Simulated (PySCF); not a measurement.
**BiBr3: other functionals and bases at one geometry**

An exercise on one series of results from a longer session: the logs are not shown, and one member is left open.

Method: several levels, as the steps say, no spin–orbit coupling; program: PySCF 2.14.0.

2 further runs of the same task are left out: 2 for a known fault of the program.

### The starting structure

4 atoms, charge 0, spin multiplicity 1.

Bond lengths: Bi1–Br2 2.642 Å, Bi1–Br3 2.642 Å, Bi1–Br4 2.642 Å. Angles: Br2–Bi1–Br3 101.3°, Br2–Bi1–Br4 101.3°, Br3–Bi1–Br4 101.3°.

As a file:

```xyz
4

Bi    0.0000    0.0000    0.7888
Br    2.3592    0.0000   -0.4003
Br   -1.1796    2.0431   -0.4003
Br   -1.1796   -2.0431   -0.4003
```

Formal oxidation states: Bi +3. An earlier session relaxed this geometry at BP86, Bi def2-SVP with ECP60, Br def2-SVP (singlet, point group C3v).

At BP86 on the finer grid: E = -7937.281619 Eh, HOMO -7.10 eV, LUMO -3.74 eV, Mulliken charge on Bi1 +0.76 e, largest force component 0.022 eV/Å. 

Levels to run: TPSS; revPBE; HF; B3LYP; BP86, TZVP; BP86, x2c-SVP. Hardware: 2 threads of Intel Xeon Platinum 8488C (Sapphire Rapids), shared host.

Set-up of the first run:

run.py (the lines that set the calculation)

```python
mol = gto.M(atom='''
Bi     0.00000     0.00000     0.78881
Br     2.35920     0.00002    -0.40028
Br    -1.17962     2.04312    -0.40028
Br    -1.17959    -2.04314    -0.40028''',
    basis={'Bi': 'def2-SVP', 'Br': 'def2-SVP'},
    ecp={'Bi': 'def2-SVP'},
    charge=0, spin=0)
mf = dft.RKS(mol, xc='TPSS')
mf.grids.atom_grid = (75, 302)
mf = mf.density_fit()  # fitting sets: Bi def2-universal-JKFIT, Br def2-universal-JKFIT
mf.conv_tol = 1e-08; mf.max_cycle = 55
mf.kernel(dm0)  # dm0: the density of the relaxed state
```

Run with:

```console
OMP_NUM_THREADS=2 python run.py
```

Among the steps run: TPSS; revPBE; HF; B3LYP; BP86, TZVP; BP86, x2c-SVP.

One of the session's tables, all rows but one given; the rest of the session is left out.

```
              level  HOMO (eV)  gap (eV)  charge on Bi1 (e)  dipole (D)  largest force component (eV/Å)
BP86 (relaxed here)      -7.10      3.36               0.76        3.25                            0.02
               TPSS      -7.15      3.55               0.83        3.43                            0.08
             revPBE      -6.94      3.42               0.80        3.33                            0.15
                 HF          ?         ?                  ?           ?                               ?
              B3LYP      -7.88      4.74               0.84        3.48                            0.03
         BP86, TZVP      -7.29      3.44               0.85        3.20                            0.25
      BP86, x2c-SVP      -7.04      3.32               0.75        3.17                            0.65
```

Q: Estimate the row for HF from the others.

The run gave: HOMO (eV): -10.55; gap (eV): 10.43; charge on Bi1 (e): 1.14; dipole (D): 4.19; largest force component (eV/Å): 0.34. In the column «HOMO (eV)» it is the lowest.

In one basis the HOMO–LUMO gap runs from 3.36 eV (BP86) to 10.43 eV (HF). The largest leftover force, 0.65 eV/Å with BP86, x2c-SVP, stands at a geometry relaxed at another level. Total energies of different levels can't be compared.
